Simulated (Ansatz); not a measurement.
# CH₄Ga₂: a ladder of functionals and wavefunction methods

An exercise on one series of results from a longer session: the logs are not shown, and one member is left open.

The runs use Ansatz 0.2.0, Gaussian basis; functionals in def2-TZVPP, the program's frozen cores in correlated methods.

The runs, in order: LDA (SPW92), PBE-D4, revPBE-D4, BLYP-D4, r2SCAN-D4, B97M-V, PBE0-D4, B3LYP-D4, r2SCANh-D4, r2SCAN0-D4, HSE06-D4, BHLYP-D4, CAM-B3LYP-D4, LC-ωPBE, ωB97X-V, ωB97M-V, B2PLYP, PBE-QIDH; CCSD(T)/def2-SVP; CCSD(T)/def2-TZVPP; MP2/def2-QZVPP; extrapolation to the limit; RPA on PBE.

## Structure used throughout

All runs share one geometry, relaxed beforehand with PBE0-D4 in a triple-zeta def2 set.

SMILES `[CH2]1[GaH][GaH]1`, 7 atoms, charge 0, spin multiplicity 1.

Atoms are counted from 1 here; the program's logs count them from 0.

Bond lengths: C1–Ga2 2.080 Å, C1–Ga3 1.943 Å, C1–H4 1.090 Å, C1–H5 1.109 Å, Ga2–Ga3 2.384 Å, Ga2–H6 1.574 Å, Ga3–H7 1.560 Å. Angles: Ga2–C1–Ga3 72.6°, Ga2–C1–H4 141.0°, Ga2–C1–H5 85.4°, Ga3–C1–H4 129.6°, Ga3–C1–H5 111.5°, H4–C1–H5 108.1°, C1–Ga2–Ga3 51.0°, C1–Ga2–H6 126.2°, Ga3–Ga2–H6 176.0°, C1–Ga3–Ga2 56.4°, C1–Ga3–H7 138.5°, Ga2–Ga3–H7 149.7°.

Coordinates:

```csv
atom,x (Å),y (Å),z (Å)
C1,-0.5471,-0.1785,-0.5995
Ga2,0.2897,1.1513,0.7629
Ga3,0.8738,-1.1194,0.3333
H4,-0.8526,-0.2404,-1.6441
H5,-1.4618,-0.1038,0.0240
H6,-0.2012,2.6188,1.0525
H7,1.9605,-2.1959,0.0253
```

The first run:

The input, in.yaml:

```yaml
crystal:
  periodic: [false, false, false]
  atoms:
    - {symbol: C, position_ang: [-0.547072, -0.178495, -0.599455]}
    - {symbol: Ga, position_ang: [0.289704, 1.151343, 0.762914]}
    - {symbol: Ga, position_ang: [0.873764, -1.119445, 0.333302]}
    - {symbol: H, position_ang: [-0.852647, -0.240448, -1.644076]}
    - {symbol: H, position_ang: [-1.461779, -0.103847, 0.023969]}
    - {symbol: H, position_ang: [-0.201217, 2.618781, 1.052463]}
    - {symbol: H, position_ang: [1.960548, -2.195889, 0.025284]}
basis:
  gaussian: {orbitals: def2-TZVPP}
hamiltonian: {xc: lda}
output: {orbitals: {seedname: orbitals}}
```

Launch:

```console
$ ansatz run in.yaml --threads 2 --pin off --events-out ev --progress --plain --max-ram 4352MiB
```

Steps of the session up to this table: LDA; PBE-D4 (GGA); revPBE-D4 (GGA); BLYP-D4 (GGA); r2SCAN-D4 (meta-GGA); B97M-V (meta-GGA); B3LYP-D4 (hybrid); r2SCANh-D4 (hybrid); r2SCAN0-D4 (hybrid); HSE06-D4 (hybrid); BHLYP-D4 (hybrid); CAM-B3LYP-D4 (range-separated); LC-ωPBE (range-separated); ωB97X-V (range-separated); ωB97M-V (range-separated); B2PLYP (double hybrid); PBE-QIDH (double hybrid).

One of the session's tables, all rows but one given; the rest of the session is left out.

It belongs to the step «Frontier levels by functional». 

| functional | HOMO (eV) | LUMO (eV) | gap (eV) |
| --- | --- | --- | --- |
| LDA (SPW92) | -5.03 | -3.17 | 1.85 |
| PBE-D4 | -4.89 | -2.94 | 1.95 |
| revPBE-D4 | -4.83 | -2.84 | 1.99 |
| BLYP-D4 | -4.77 | -2.84 | 1.92 |
| r2SCAN-D4 | -5.09 | -2.80 | 2.28 |
| B97M-V | -5.08 | -2.87 | 2.21 |
| PBE0-D4 | -5.76 | -2.18 | 3.58 |
| B3LYP-D4 | -5.62 | -2.40 | 3.22 |
| r2SCANh-D4 | -5.41 | -2.53 | 2.88 |
| r2SCAN0-D4 | -5.90 | -2.12 | 3.78 |
| HSE06-D4 | -5.38 | -2.55 | 2.83 |
| BHLYP-D4 | -6.54 | -1.40 | 5.14 |
| CAM-B3LYP-D4 | -6.92 | -1.23 | 5.69 |
| LC-ωPBE | -8.07 | -0.16 | 7.91 |
| ωB97X-V | ? | ? | ? |
| ωB97M-V | -7.69 | -0.42 | 7.27 |

Q: Estimate the row for ωB97X-V from the others.

The run gave: HOMO (eV): -7.81; LUMO (eV): -0.26; gap (eV): 7.55. In the column «HOMO (eV)» it lies between LC-ωPBE (-8.07) and ωB97M-V (-7.69).
